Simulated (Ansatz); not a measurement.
Write a Python script for Ansatz's Python interface that makes a ladder of basis sets of H₄NSb, SMILES [NH2][SbH2]. Use (for the species named): PBE0, def2-SVP basis, multiplicity 1. The script varies basis: def2-SVP, def2-SVPD, def2-TZVP, def2-TZVPP.

```xyz
6

N    -0.2162   -1.0046    0.0330
Sb    0.7190    0.8823    0.0303
H     0.1357   -1.5263   -0.7544
H     0.0472   -1.4216    0.9181
H    -0.1730    1.4194   -1.4007
H    -0.4705    1.5869    1.1276
```

`basis_h4nsb.py`:
```python
import warnings

import ansatz
from ase import Atoms

warnings.simplefilter("ignore", ansatz.DeckWarning)

atoms = Atoms(["N", "Sb", "H", "H", "H", "H"], positions=[
    [-0.2162, -1.0046, 0.033],
    [0.719, 0.8823, 0.0303],
    [0.1357, -1.5263, -0.7544],
    [0.0472, -1.4216, 0.9181],
    [-0.173, 1.4194, -1.4007],
    [-0.4705, 1.5869, 1.1276],
])
mol = ansatz.Crystal.molecule_from_ase(atoms)

model = mol.calculation().functional("pbe0")

energies = {}
for basis in ["def2-SVP", "def2-SVPD", "def2-TZVP", "def2-TZVPP"]:
    data = model.basis(gaussian=basis).run(threads=1, pin="off").report
    size = data["n_frozen"] + data["n_occupied"][0] + data["n_virtual"][0]
    energies[basis] = (data["reference_energy_ev"] / 27.211386246, data["free_energy_ev"] / 27.211386246)
    print(f"{basis:14s} {size:4d} orbitals  reference {energies[basis][0]:14.6f} Ha  total {energies[basis][1]:14.6f} Ha")

last = energies["def2-TZVPP"][1]
for basis, (_, total) in energies.items():
    print(f"{basis:14s} lies {27.211386 * (total - last):9.4f} eV above def2-TZVPP")
```

```console
$ python basis_h4nsb.py
def2-SVP         60 orbitals  reference    -297.264961 Ha  total    -297.264961 Ha
def2-SVPD        84 orbitals  reference    -297.276252 Ha  total    -297.276252 Ha
def2-TZVP       105 orbitals  reference    -297.347658 Ha  total    -297.347658 Ha
def2-TZVPP      137 orbitals  reference    -297.349877 Ha  total    -297.349877 Ha
def2-SVP       lies    2.3107 eV above def2-TZVPP
def2-SVPD      lies    2.0034 eV above def2-TZVPP
def2-TZVP      lies    0.0604 eV above def2-TZVPP
def2-TZVPP     lies    0.0000 eV above def2-TZVPP
```

Against def2-SVP: def2-SVPD -11.3 mHa, def2-TZVP -82.7 mHa and def2-TZVPP -84.9 mHa. The last step alone is -2.22 mHa (these two sets differ little on atoms other than hydrogen). From the first set to the last the time grows from 1.4 to 2.5 s.

What to keep in mind:
- The drop along the ladder measures the basis error, and is no property of the molecule.
- The geometry is a force-field or estimated start, not a minimum of this method, and the last set is no limit. Much of the fall in a total is atomic energy, which cancels in bond and reaction energies.
- def2 sets replace the cores of elements past krypton by effective core potentials.
- Timing: 8 s on 1 thread of Arm Neoverse V1, on a shared host, peak memory 0.28 GiB.
